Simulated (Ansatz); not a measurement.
# BCl2FH5N: a nudged elastic band in two tries

Aim: a band of images between two relaxed ends for this system.

Method: UKS PBE-D4/STO-3G, in Ansatz 0.2.0.

## Step 1: Starting point

Bond lengths: B1–H2 1.207 Å, B1–Cl3 1.859 Å, B1–Cl4 1.860 Å, B1–N6 1.635 Å, H5–N6 1.145 Å, H7–F8 1.015 Å, N6–H9 1.058 Å, N6–H10 1.058 Å. Angles: H2–B1–Cl3 110.6°, H2–B1–Cl4 110.6°, H2–B1–N6 105.7°, Cl3–B1–Cl4 116.1°, Cl3–B1–N6 106.7°, Cl4–B1–N6 106.5°, B1–N6–H5 105.0°, B1–N6–H9 110.8°, B1–N6–H10 110.8°, H5–N6–H9 111.4°, H5–N6–H10 111.5°, H9–N6–H10 107.3°.

As a file:

```xyz
10

B    -0.6727    0.1679   -0.6938
H     0.1461    1.0125   -0.9620
Cl   -0.8195   -1.0651   -2.0778
Cl   -2.2604    0.9528   -0.1266
H     0.9171   -0.1133    0.8389
N    -0.0693   -0.6403    0.5930
H     1.5014    1.1977   -0.0761
F     1.9134    0.7529    0.7377
H     0.0861   -1.6604    0.3577
H    -0.7420   -0.6046    1.4092
```

## Step 2: First try

input.yaml reads:

```yaml
crystal:
  periodic: [false, false, false]
  atoms:
    - { symbol: B, position_ang: [-0.672712, 0.167876, -0.693823] }
    - { symbol: H, position_ang: [0.146137, 1.012526, -0.962028] }
    - { symbol: Cl, position_ang: [-0.819474, -1.065068, -2.077828] }
    - { symbol: Cl, position_ang: [-2.260442, 0.952789, -0.12664] }
    - { symbol: H, position_ang: [0.91707, -0.113293, 0.838868] }
    - { symbol: "N", position_ang: [-0.069315, -0.640282, 0.593026] }
    - { symbol: H, position_ang: [1.501375, 1.197681, -0.076052] }
    - { symbol: F, position_ang: [1.913419, 0.75285, 0.737698] }
    - { symbol: H, position_ang: [0.086064, -1.660406, 0.357712] }
    - { symbol: H, position_ang: [-0.742021, -0.604572, 1.409166] }
magnetization:
  spin_polarized: true
basis:
  gaussian: { orbitals: STO-3G }
hamiltonian:
  xc: pbe
  dispersion: d4
neb:
  order_check: false
  images: 9
  f_tol: 0.05
  max_iterations: 8
  optimiser: lbfgs
  climbing: immediate
  final_atoms:
    - { symbol: B, position_ang: [-1.28176816, -0.4895211, -0.46566581] }
    - { symbol: H, position_ang: [1.5378939, 2.10329624, -1.02908265] }
    - { symbol: Cl, position_ang: [-1.01275066, -1.16025453, -2.09962548] }
    - { symbol: Cl, position_ang: [-2.48785334, 0.7930792, -0.1613503] }
    - { symbol: H, position_ang: [0.97155798, 0.07693366, 0.67813459] }
    - { symbol: "N", position_ang: [-0.47417837, -0.95078999, 0.61382942] }
    - { symbol: H, position_ang: [1.64947716, 1.63303348, -0.43966597] }
    - { symbol: F, position_ang: [1.82243136, 0.61918048, 0.77707013] }
    - { symbol: H, position_ang: [0.04931085, -1.85737375, 0.52225867] }
    - { symbol: H, position_ang: [-0.77401972, -0.76748269, 1.6041964] }
  initial_path: idpp
  relax_end_points: true
```

On the command line:

```sh
ansatz run input.yaml --threads 1 --pin off --max-ram 2048MiB --backend cpu --events-out ev --progress --plain --runs-dir out
```

Before running it: what results should come out? Wanted: first try.

The runs gave:

| quantity | value |
| --- | --- |
| first try | refused |
| cause | relaxing the ends inside the band is not offered in a Gaussian basis |

What this shows: The fault in the first input was caught at the input check and cost nothing.
